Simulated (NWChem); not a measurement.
# SnH2F2 (SMILES [F][SnH2][F]) at BP86/def2-SVP (core potential)

Aim: the electronic atomisation energy of SnH2F2 at BP86/def2-SVP (core potential), from 4 runs. 

Program for the calculation: NWChem 7.3.0.

4 further runs of the same task are left out: 4 that didn't finish.

## (1) Starting point

The species is SnH2F2 (5 atoms), meant as a singlet with charge 0. SMILES: `[F][SnH2][F]`. The coordinates come from a PBE0-D4/def2-TZVP relaxation.

Bond lengths: F1–Sn2 1.909 Å, Sn2–F3 1.909 Å, Sn2–H4 1.692 Å, Sn2–H5 1.692 Å. Angles: F1–Sn2–F3 103.3°, F1–Sn2–H4 107.1°, F1–Sn2–H5 107.1°, F3–Sn2–H4 107.1°, F3–Sn2–H5 107.1°, H4–Sn2–H5 123.6°.

## (2) The energy at BP86/def2-SVP (core potential) (run 1)

Input file nw.nw:

```
echo
start nw
memory stack 880 mb heap 220 mb global 1100 mb
geometry noautosym nocenter noautoz
F    -0.343500   -0.356300    1.741400
Sn    0.128900   -0.073200   -0.086200
F    -1.231200    1.110700   -0.712400
H    -0.087400   -1.547100   -0.889100
H     1.583200    0.792100   -0.095000
end
basis "ao basis" spherical bse
F library def2-SVP
Sn library def2-SVP
H library def2-SVP
end
ecp bse
Sn library def2-SVP
end
dft
xc becke88 perdew86
grid fine
convergence energy 1e-08
iterations 100
mulliken
noprint "final vectors analysis"
end
task dft
```

The run is started by

```bash
nwchem nw.nw > nw.out
```

What it wrote:

```text
[...]
          Wavefunction type:  closed shell.
          No. of atoms     :     5
          No. of electrons :    42
[...]
          Charge           :     0
          Spin multiplicity:     1
[...]
          AO basis - number of functions:    64
[...]
              XC Information
              --------------
                    Becke 1988 Exchange Functional  1.000
                Perdew 1981 Correlation Functional  1.000 local
                Perdew 1986 Correlation Functional  1.000 non-local
[...]
 d= 0,ls=0.0,diis     1   -415.0283364182 -5.60D+02  4.92D-02  1.02D+00     1.2
[...]
 d= 0,ls=0.0,diis    10   -415.1673897069 -2.21D-10  1.50D-07  9.86D-11     8.0
         Total DFT energy =     -415.167389706858
      One electron energy =     -944.909238785838
           Coulomb energy =      425.021967227686
    Exchange-Corr. energy =      -39.889865648959
 Nuclear repulsion energy =      144.609747500253
[...]
      Total Density - Mulliken Population Analysis
     ---------------------------------------------
    Atom       Charge   Shell Charges
 -----------   ------   -------------------------------------------------------
    1 F    9     9.38   1.99  1.12  0.83  3.31  2.12  0.00
    2 Sn  22    21.09   0.42  1.60  1.10  0.13  2.76  3.25  1.28  0.31  9.71  0.52
    3 F    9     9.38   1.99  1.12  0.83  3.31  2.12  0.00
    4 H    1     1.07   0.68  0.38  0.01
    5 H    1     1.07   0.68  0.38  0.01
[...]
```

It took 8.7 s on 1 thread of AMD EPYC 7B13 (Zen 3), shared host; peak memory 0.11 GiB.

## (3) The F atom (run 2)

Input file f.xyz:

```xyz
1
F
F      0.000000     0.000000     0.000000
```

Input file f.nw:

```
start f
title "F"
memory stack 880 mb heap 220 mb global 1100 mb

geometry units angstrom noautosym nocenter noautoz
  load format xyz f.xyz
end

basis spherical bse
  * library def2-SVP
end

dft
  xc becke88 perdew86
  mult 2
  grid fine
  convergence energy 1e-08
  iterations 100
  mulliken
  noprint "final vectors analysis"
end

task dft
```

Run the same way, it converges to -99.63266 Eh (log not shown).

Run 3 isn't shown in full; the table further down has it.

## (4) The Sn atom (run 4)

Input file a.nw:

```
start a
title "Sn BP86"
memory total 2200 mb
charge 0

geometry noautosym nocenter noautoz
Sn    0.000000    0.000000    0.000000
end

basis spherical bse
Sn library def2-SVP
end

ecp bse
Sn library def2-SVP
end

dft
xc becke88 perdew86
mult 3
grid fine
convergence energy 1e-08
maxiter 100
mulliken
noprint "final vectors analysis"
end

task dft energy
```

The run is started by

```bash
nwchem a.nw > a.out
```

What it wrote:

```text
[...]
          Wavefunction type:  spin polarized.
          No. of atoms     :     1
          No. of electrons :    22
[...]
          Charge           :     0
          Spin multiplicity:     3
[...]
          AO basis - number of functions:    26
[...]
              XC Information
              --------------
                    Becke 1988 Exchange Functional  1.000
                Perdew 1981 Correlation Functional  1.000 local
                Perdew 1986 Correlation Functional  1.000 non-local
[...]
 d= 0,ls=0.0,diis     1   -214.3471946984 -2.14D+02  4.22D-02  1.82D-02     0.4
[...]
 d= 0,ls=0.5,diis    13   -214.3644793580 -9.61D-09  4.13D-06  4.12D-09     3.0
[...]
         Total DFT energy =     -214.364479361257
      One electron energy =     -376.112938643169
           Coulomb energy =      179.870351221822
    Exchange-Corr. energy =      -18.121891939909
 Nuclear repulsion energy =        0.000000000000
[...]
      Total Density - Mulliken Population Analysis
     ---------------------------------------------
    Atom       Charge   Shell Charges
 -----------   ------   -------------------------------------------------------
    1 Sn  22    22.00   0.44  1.60  1.44  0.52  2.74  3.26  0.95  1.05  9.69  0.31
     --------------------------------------------
      Spin Density - Mulliken Population Analysis
     --------------------------------------------
    Atom       Charge   Shell Charges
 -----------   ------   -------------------------------------------------------
    1 Sn  22     2.00  -0.00  0.00 -0.02  0.02  0.05 -0.04  0.94  1.05 -0.02  0.02
[...]
      <S2> =      2.0015 (Exact =     2.0000)
[...]
```

Wall time 3.9 s (1 thread of AMD EPYC 7B13 (Zen 3), shared host); peak memory 0.11 GiB.

## (5) Overview of the runs

| run | level | core potential | partner | energy (Eh) | wall time |
| --- | --- | --- | --- | --- | --- |
| 1 | BP86/def2-SVP (core potential) | def2-SVP | base | -415.167390 | 8.7 s |
| 2 | UBP86/def2-SVP | – | atoms | -99.632662 | 0.75 s |
| 3 | UBP86/def2-SVP | – | atoms | -0.499128 | 0.65 s |
| 4 | UBP86/def2-SVP (core potential) | def2-SVP | atoms | -214.364479 | 3.9 s |

## (6) Outcome

At BP86/def2-SVP (core potential):

| quantity | value |
| --- | --- |
| Sn atom: total energy | -214.36448 Eh |
| Sn atom: ⟨S²⟩ | 2.002 |
| electronic atomisation energy | 14.676 eV |

Taking the molecule apart into free atoms costs 14.68 eV (1416 kJ/mol), before zero-point energy and without spin-orbit coupling. All runs together took 14 s, the longest 8.7 s.
